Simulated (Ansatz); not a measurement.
**C4H12AuOP: one species, many methods**

An exercise on one series of results from a longer session: the logs are not shown, and one member is left open.

Program: Ansatz 0.2.0, Gaussian basis. Level of theory: functionals in def2-TZVPP, the program's frozen cores in correlated methods. These are calculated values, not measurements.

Levels to be run: LDA (SPW92), PBE-D4, revPBE-D4, BLYP-D4, r2SCAN-D4, B97M-V, PBE0-D4, B3LYP-D4, r2SCANh-D4, r2SCAN0-D4, HSE06-D4, BHLYP-D4, CAM-B3LYP-D4, LC-ωPBE, ωB97X-V, ωB97M-V, B2PLYP, PBE-QIDH; CCSD(T)/def2-SVP; CCSD(T)/def2-TZVPP; MP2/def2-QZVPP; extrapolation to the limit; RPA on PBE.

### The geometry

An earlier PBE0-D4 in a triple-zeta def2 set relaxation fixed the geometry. Au takes the def2 core potential; no spin-orbit term is included.

19 atoms, charge 0, spin multiplicity 1.

Atoms are counted from 1 here; the program's logs count them from 0.

Bond lengths: C1–O2 1.392 Å, C1–H8 1.102 Å, C1–H9 1.102 Å, C1–H10 1.099 Å, O2–Au3 1.975 Å, Au3–P4 2.215 Å, P4–C5 1.816 Å, P4–C6 1.816 Å, P4–C7 1.816 Å, C5–H11 1.091 Å, C5–H12 1.093 Å, C5–H13 1.091 Å, C6–H14 1.093 Å, C6–H15 1.091 Å, C6–H16 1.091 Å, C7–H17 1.091 Å, C7–H18 1.091 Å, C7–H19 1.093 Å. Angles: O2–C1–H8 113.4°, O2–C1–H9 113.4°, O2–C1–H10 108.8°, H8–C1–H9 107.0°, H8–C1–H10 106.9°, H9–C1–H10 106.9°, C1–O2–Au3 121.1°, O2–Au3–P4 177.1°, Au3–P4–C5 114.9°, Au3–P4–C6 114.9°, Au3–P4–C7 115.1°, C5–P4–C6 103.5°, C5–P4–C7 103.4°, C6–P4–C7 103.5°, P4–C5–H11 109.3°, P4–C5–H12 111.2°, P4–C5–H13 109.3°, H11–C5–H12 109.5° and more.

Coordinates:

```xyz
19

C     3.90697   -0.69586    1.28688
O     2.70156   -1.38350    1.39213
Au    1.04043   -0.65855    0.60682
P    -0.87590    0.06416   -0.23618
C    -0.83041    0.45872   -2.00844
C    -2.26219   -1.10096   -0.09577
C    -1.52249    1.58554    0.51652
H     4.23673   -0.54686    0.24600
H     3.88773    0.29712    1.76437
H     4.69221   -1.27742    1.79064
H    -0.54494   -0.43253   -2.56891
H    -1.80253    0.81352   -2.35913
H    -0.07775    1.22770   -2.18808
H    -3.17353   -0.68370   -0.53071
H    -2.00719   -2.02910   -0.60910
H    -2.43525   -1.33154    0.95632
H    -0.78873    2.38471    0.40240
H    -1.68096    1.42085    1.58316
H    -2.46374    1.88771    0.05105
```

Set-up of the first run:

The input, in.yaml:

```yaml
crystal:
  periodic: [false, false, false]
  atoms:
    - {symbol: C, position_ang: [3.906965, -0.695858, 1.286883]}
    - {symbol: O, position_ang: [2.701563, -1.383503, 1.392132]}
    - {symbol: Au, position_ang: [1.040433, -0.658552, 0.606822]}
    - {symbol: P, position_ang: [-0.875898, 0.064160, -0.236178]}
    - {symbol: C, position_ang: [-0.830411, 0.458720, -2.008441]}
    - {symbol: C, position_ang: [-2.262189, -1.100963, -0.095766]}
    - {symbol: C, position_ang: [-1.522486, 1.585539, 0.516517]}
    - {symbol: H, position_ang: [4.236733, -0.546860, 0.246003]}
    - {symbol: H, position_ang: [3.887727, 0.297119, 1.764371]}
    - {symbol: H, position_ang: [4.692208, -1.277417, 1.790636]}
    - {symbol: H, position_ang: [-0.544936, -0.432529, -2.568907]}
    - {symbol: H, position_ang: [-1.802534, 0.813522, -2.359132]}
    - {symbol: H, position_ang: [-0.077746, 1.227696, -2.188078]}
    - {symbol: H, position_ang: [-3.173534, -0.683703, -0.530712]}
    - {symbol: H, position_ang: [-2.007194, -2.029104, -0.609095]}
    - {symbol: H, position_ang: [-2.435246, -1.331545, 0.956323]}
    - {symbol: H, position_ang: [-0.788728, 2.384710, 0.402401]}
    - {symbol: H, position_ang: [-1.680957, 1.420854, 1.583165]}
    - {symbol: H, position_ang: [-2.463740, 1.887713, 0.051049]}
basis:
  gaussian: {orbitals: def2-TZVPP}
hamiltonian: {xc: lda}
output: {orbitals: {seedname: orbitals}}
```

The run is started by

```
$ ansatz run in.yaml --threads 4 --pin off --events-out ev --progress --plain --max-ram 66560MiB --backend cuda --devices 0, --max-vram 37GiB
```

Steps of the session up to this table: LDA; PBE-D4 (GGA); revPBE-D4 (GGA); BLYP-D4 (GGA); r2SCAN-D4 (meta-GGA); B97M-V (meta-GGA); PBE0-D4 (hybrid); B3LYP-D4 (hybrid); r2SCANh-D4 (hybrid); r2SCAN0-D4 (hybrid); HSE06-D4 (hybrid); BHLYP-D4 (hybrid); CAM-B3LYP-D4 (range-separated); LC-ωPBE (range-separated); ωB97X-V (range-separated); ωB97M-V (range-separated); B2PLYP (double hybrid); PBE-QIDH (double hybrid).

One table of the session follows, with a row left open; its other results are not shown here.

It belongs to the step «Orbital energies across the functionals». 

```
  functional  HOMO (eV)  gap (eV)
 LDA (SPW92)      -4.56      3.51
      PBE-D4      -4.37      3.56
   revPBE-D4          ?         ?
     BLYP-D4      -4.27      3.54
   r2SCAN-D4      -4.58      4.06
      B97M-V      -4.66      3.89
     PBE0-D4      -5.70      5.60
    B3LYP-D4      -5.50      5.16
  r2SCANh-D4      -5.09      4.81
  r2SCAN0-D4      -5.89      5.96
    HSE06-D4      -5.31      4.85
    BHLYP-D4      -7.04      7.59
CAM-B3LYP-D4      -7.08      7.77
     LC-ωPBE      -8.34     10.11
     ωB97X-V      -8.06      9.65
     ωB97M-V      -8.04      9.31
```

**Question.** Estimate the row for revPBE-D4.

As computed: HOMO (eV): -4.30; gap (eV): 3.59. In the column «HOMO (eV)» it lies between PBE-D4 (-4.37) and BLYP-D4 (-4.27).
